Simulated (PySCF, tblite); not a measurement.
# CH10N2Si2: dynamics, then NMR shifts on frames, part 2 of 2

tblite 0.8.0 and PySCF 2.14.0. Atoms count from 0. Earlier steps stand in the parts before.

### 5 Shielding tensors: 625 fs, PBE0/pcSseg-1

What the job is given:

```
{"job": {"kind": "nmr", "xc": "PBE0", "basis": "pcSseg-1", "pop": false}, "charge": 0, "multiplicity": 1}
N     -0.999600    -0.490200    -1.252600
Si    -0.971100     1.089700    -0.554900
N     -2.625900     1.614000    -0.445000
C     -0.106600     1.405300     1.072200
Si     1.206200     0.068200     0.788500
H     -1.758200    -1.134200    -1.169600
H     -0.304700    -0.916800    -1.782300
H     -0.134600     1.850800    -1.525100
H     -3.422500     1.692700    -1.085700
H     -2.576600     2.358400     0.232600
H      0.236300     2.422200     1.146600
H     -0.769200     1.302500     1.868400
H      2.302800     0.391100     1.872800
H      1.833100     0.003100    -0.560300
H      0.523800    -1.269700     0.971500
```

Level: GIAO PBE0/pcSseg-1 NMR shielding, non-relativistic, gas phase.

Output:

```text
coarse grid: 12664 points
cycle   1  E = -732.0723441129  dE =  2.848e-01  |g| = 6.294e-01  |ddm| = 3.384e+00
cycle   2  E = -732.0203117081  dE =  5.203e-02  |g| = 7.908e-01  |ddm| = 1.197e+00
cycle   3  E = -732.1585534732  dE = -1.382e-01  |g| = 5.037e-02  |ddm| = 7.715e-01
cycle   4  E = -732.1589881897  dE = -4.347e-04  |g| = 2.610e-02  |ddm| = 6.990e-02
cycle   5  E = -732.1591494705  dE = -1.613e-04  |g| = 5.048e-03  |ddm| = 2.749e-02
cycle   6  E = -732.1591561391  dE = -6.669e-06  |g| = 5.279e-04  |ddm| = 6.647e-03
final grid: 110768 points
cycle   7  E = -732.1812751366  dE = -2.055e-05  |g| = 8.316e-03  |ddm| = 2.120e-02
cycle   8  E = -732.1812648895  dE =  1.025e-05  |g| = 1.085e-02  |ddm| = 1.558e-02
cycle   9  E = -732.1812899750  dE = -2.509e-05  |g| = 4.610e-04  |ddm| = 8.984e-03
cycle  10  E = -732.1812900067  dE = -3.166e-08  |g| = 2.223e-04  |ddm| = 5.803e-04
cycle  11  E = -732.1812900189  dE = -1.225e-08  |g| = 3.886e-05  |ddm| = 2.411e-04
cycle  12  E = -732.1812900193  dE = -3.558e-10  |g| = 8.577e-06  |ddm| = 5.110e-05
converged SCF energy = -732.1812900193

GIAO shielding tensors (ppm)
atom      isotropic    diamagn.    paramagn.     s11        s22        s33       span
  0 N      245.308     318.574     -73.266    213.666    257.219    265.040     51.373
  1 Si     381.088     878.904    -497.815    317.911    389.589    435.765    117.854
  2 N      241.832     317.162     -75.330    197.280    258.086    270.129     72.848
  3 C      192.118     262.843     -70.725    183.960    189.579    202.814     18.855
  4 Si     425.841     879.667    -453.826    397.008    419.059    461.456     64.448
  5 H       31.495      32.350      -0.855     24.438     27.278     42.769     18.331
  6 H       32.321      34.268      -1.947     24.690     28.586     43.688     18.999
  7 H       26.329      30.093      -3.764     23.504     24.035     31.448      7.944
  8 H       29.799      28.299       1.500     22.668     24.939     41.791     19.123
  9 H       32.107      30.001       2.106     23.646     30.826     41.848     18.202
 10 H       32.152      32.535      -0.383     27.571     28.822     40.065     12.494
 11 H       32.911      35.089      -2.177     28.386     30.115     40.233     11.847
 12 H       26.054      27.548      -1.494     22.360     23.829     31.973      9.613
 13 H       27.413      30.290      -2.878     24.100     26.646     31.491      7.391
 14 H       26.710      30.060      -3.350     22.939     25.811     31.380      8.441
```

Run time: 14 s. Hardware: 1 thread, shared host.

In short: δ C3 -5.2, N2 25.9, N0 22.4, Si1 -31.9, H12 5.66, H7 5.39 ppm.

### 6 NMR shieldings: 800 fs, PBE0/pcSseg-1

What the job is given:

```
{"job": {"kind": "nmr", "xc": "PBE0", "basis": "pcSseg-1", "pop": false}, "charge": 0, "multiplicity": 1}
N     -1.035900    -1.204200    -0.504100
Si    -1.233500     0.461800    -0.430800
N     -2.840900     1.076800    -0.143100
C     -0.441200     1.305700     1.068700
Si     1.464400     1.278900     1.124900
H     -1.546400    -1.647400    -1.251900
H     -0.825600    -1.974000     0.126200
H     -0.695800     0.928800    -1.795600
H     -3.771200     0.858300    -0.436100
H     -2.955400     2.001800     0.175800
H     -0.658200     2.391300     1.077100
H     -0.896700     0.818600     1.918600
H      2.157500     1.555500     2.497900
H      2.012600     2.495500     0.310300
H      1.825600    -0.062200     0.722000
```

Method: GIAO PBE0/pcSseg-1 NMR shielding, non-relativistic, gas phase.

Output:

```text
coarse grid: 12664 points
cycle   1  E = -732.0702784260  dE =  1.846e-01  |g| = 6.413e-01  |ddm| = 3.344e+00
cycle   2  E = -732.0111424018  dE =  5.914e-02  |g| = 8.166e-01  |ddm| = 1.178e+00
cycle   3  E = -732.1595621936  dE = -1.484e-01  |g| = 4.010e-02  |ddm| = 7.561e-01
cycle   4  E = -732.1599144965  dE = -3.523e-04  |g| = 1.606e-02  |ddm| = 6.137e-02
cycle   5  E = -732.1599587688  dE = -4.427e-05  |g| = 6.985e-03  |ddm| = 1.753e-02
cycle   6  E = -732.1599696504  dE = -1.088e-05  |g| = 6.046e-04  |ddm| = 5.994e-03
cycle   7  E = -732.1599697150  dE = -6.456e-08  |g| = 2.851e-04  |ddm| = 8.271e-04
final grid: 110768 points
cycle   8  E = -732.1824584350  dE = -1.626e-05  |g| = 8.056e-03  |ddm| = 1.609e-02
cycle   9  E = -732.1824481905  dE =  1.024e-05  |g| = 1.057e-02  |ddm| = 1.484e-02
cycle  10  E = -732.1824726563  dE = -2.447e-05  |g| = 3.084e-04  |ddm| = 8.426e-03
cycle  11  E = -732.1824726704  dE = -1.408e-08  |g| = 1.279e-04  |ddm| = 4.288e-04
cycle  12  E = -732.1824726736  dE = -3.188e-09  |g| = 5.361e-05  |ddm| = 1.464e-04
cycle  13  E = -732.1824726742  dE = -6.212e-10  |g| = 1.036e-05  |ddm| = 4.917e-05
converged SCF energy = -732.1824726742

GIAO shielding tensors (ppm)
atom      isotropic    diamagn.    paramagn.     s11        s22        s33       span
  0 N      247.975     316.054     -68.079    226.201    252.019    265.703     39.502
  1 Si     383.764     877.793    -494.029    358.218    377.361    415.713     57.494
  2 N      234.485     312.916     -78.431    203.099    247.392    252.965     49.866
  3 C      189.081     258.998     -69.917    177.293    191.329    198.622     21.328
  4 Si     417.710     879.297    -461.588    358.170    410.559    484.400    126.230
  5 H       31.552      29.922       1.630     23.436     28.041     43.180     19.744
  6 H       30.117      31.428      -1.311     23.047     25.631     41.673     18.625
  7 H       25.695      28.886      -3.191     22.388     24.032     30.666      8.278
  8 H       31.289      29.363       1.926     24.105     26.112     43.650     19.545
  9 H       32.628      31.906       0.723     24.566     30.294     43.024     18.458
 10 H       31.198      31.434      -0.236     25.276     30.798     37.521     12.245
 11 H       31.548      32.621      -1.073     26.765     30.258     37.619     10.854
 12 H       26.505      27.377      -0.872     23.547     24.394     31.575      8.028
 13 H       26.391      28.046      -1.655     23.169     24.782     31.223      8.054
 14 H       27.600      30.464      -2.864     23.157     27.194     32.449      9.293
```

Wall time 14 s (1 thread, shared host).

This run: δ C3 -2.2, N2 33.2, N0 19.8, Si1 -34.6, H7 6.02, H13 5.33 ppm.

### 7 NMR shieldings: 1000 fs, PBE0/pcSseg-1

What the job is given:

```
{"job": {"kind": "nmr", "xc": "PBE0", "basis": "pcSseg-1", "pop": false}, "charge": 0, "multiplicity": 1}
N     -0.603400    -1.188600     0.598500
Si    -0.723100     0.355400    -0.171600
N     -2.456300     0.677900    -0.359300
C     -0.051400     1.895900     0.871600
Si     1.814900     1.860000     0.770900
H      0.237800    -1.734500     0.780200
H     -1.366200    -1.729100     0.943000
H      0.053200     0.238200    -1.421700
H     -3.010800     0.066200    -0.847700
H     -3.044900     1.502700    -0.152400
H     -0.532400     2.869000     0.632800
H     -0.223500     1.696300     1.977000
H      2.409300     3.013800     1.612000
H      2.181300     2.011200    -0.744500
H      2.394200     0.490800     1.157200
```

With the program's defaults for keys left out, this is: GIAO PBE0/pcSseg-1 NMR shielding, non-relativistic, gas phase.

Output:

```text
coarse grid: 12664 points
cycle   1  E = -732.0819485187  dE =  4.456e-02  |g| = 6.223e-01  |ddm| = 3.328e+00
cycle   2  E = -732.0240022656  dE =  5.795e-02  |g| = 8.023e-01  |ddm| = 1.152e+00
cycle   3  E = -732.1663235593  dE = -1.423e-01  |g| = 3.907e-02  |ddm| = 7.295e-01
cycle   4  E = -732.1665957415  dE = -2.722e-04  |g| = 1.980e-02  |ddm| = 5.577e-02
cycle   5  E = -732.1666797623  dE = -8.402e-05  |g| = 6.015e-03  |ddm| = 2.027e-02
cycle   6  E = -732.1666889886  dE = -9.226e-06  |g| = 4.605e-04  |ddm| = 6.448e-03
final grid: 110768 points
cycle   7  E = -732.1888187581  dE = -1.695e-05  |g| = 7.317e-03  |ddm| = 1.602e-02
cycle   8  E = -732.1888101481  dE =  8.610e-06  |g| = 9.687e-03  |ddm| = 1.363e-02
cycle   9  E = -732.1888304573  dE = -2.031e-05  |g| = 2.899e-04  |ddm| = 7.663e-03
cycle  10  E = -732.1888304664  dE = -9.153e-09  |g| = 1.368e-04  |ddm| = 3.563e-04
cycle  11  E = -732.1888304705  dE = -4.030e-09  |g| = 4.809e-05  |ddm| = 1.537e-04
cycle  12  E = -732.1888304711  dE = -5.873e-10  |g| = 8.451e-06  |ddm| = 5.130e-05
converged SCF energy = -732.1888304711

GIAO shielding tensors (ppm)
atom      isotropic    diamagn.    paramagn.     s11        s22        s33       span
  0 N      245.149     319.162     -74.013    203.508    259.248    272.691     69.183
  1 Si     375.203     878.226    -503.023    343.476    371.359    410.773     67.297
  2 N      251.059     315.609     -64.551    212.704    262.159    278.313     65.609
  3 C      182.759     260.812     -78.053    162.642    185.593    200.041     37.399
  4 Si     410.990     878.844    -467.855    383.805    390.738    458.426     74.621
  5 H       31.001      32.673      -1.673     23.004     27.502     42.495     19.491
  6 H       31.487      32.050      -0.562     24.177     27.321     42.963     18.786
  7 H       26.122      30.856      -4.735     23.109     24.321     30.935      7.826
  8 H       33.165      33.033       0.132     24.795     28.286     46.414     21.619
  9 H       30.126      29.542       0.584     22.880     26.706     40.793     17.912
 10 H       30.809      30.808       0.001     25.819     28.983     37.624     11.805
 11 H       30.661      31.469      -0.808     26.568     28.820     36.595     10.028
 12 H       26.322      26.865      -0.543     23.019     23.997     31.950      8.931
 13 H       26.358      27.864      -1.506     23.283     24.767     31.024      7.742
 14 H       26.834      28.913      -2.079     23.436     26.250     30.815      7.379
```

Wall time 13 s (1 thread, shared host).

Key values: δ C3 4.2, N0 22.6, N2 16.7, Si1 -26.0, H7 5.60, H12 5.39 ppm.

### 8 Run by run: NMR shifts

Shifts (ppm) of some atoms, chosen among heavy atoms and hydrogens apart, with basis size and wall time:

```
  frame    C3    H11     H8    N2    N0    Si1    Si4  functions  time
 250 fs  -7.9  -0.64  -0.90  25.7  20.7   -5.9  -76.7        149  14 s
 425 fs  10.2   2.28   0.84  34.8  33.3  -23.4  -72.8        149  13 s
 625 fs  -5.2  -1.19   1.92  25.9  22.4  -31.9  -76.7        149  14 s
 800 fs  -2.2   0.17   0.43  33.2  19.8  -34.6  -68.6        149  14 s
1000 fs   4.2   1.06  -1.45  16.7  22.6  -26.0  -61.8        149  13 s
```

### 9 What came out

This closing draws on all 2 parts.

```
                                       quantity                                                                value
                                     thermostat                                                                400 K
                  mean temperature, second half                                                                469 K
        mean potential energy above the minimum                                                              0.70 eV
 13C shifts against TMS (PBE0/pcSseg-1, 250 fs)                                                             -7.9 ppm
  1H shifts against TMS (PBE0/pcSseg-1, 250 fs)  6.33, 4.99, 4.90, 3.20, 0.21, -0.37, -0.64, -0.90, -0.96, -1.81 ppm
 15N shifts against NH3 (PBE0/pcSseg-1, 250 fs)                                                       25.7, 20.7 ppm
29Si shifts against TMS (PBE0/pcSseg-1, 250 fs)                                                      -5.9, -76.7 ppm
                      range of the shift of Si1                                                    -34.6 to -5.9 ppm
```

In the second half the potential energy averages 0.70 eV above the minimum; equipartition over 39 harmonic modes at 400 K would give 0.67 eV. With 15 atoms the temperature swings widely (172 to 662 K). Shifts at one fixed geometry are not the observed spectrum, which averages over the motion. In the first frame run (250 fs): The widest tensor belongs to Si4: span 91 ppm, with a paramagnetic part of -454 ppm. Across the 5 runs the shift of Si1 moves most, between -34.6 (800 fs) and -5.9 ppm (250 fs).
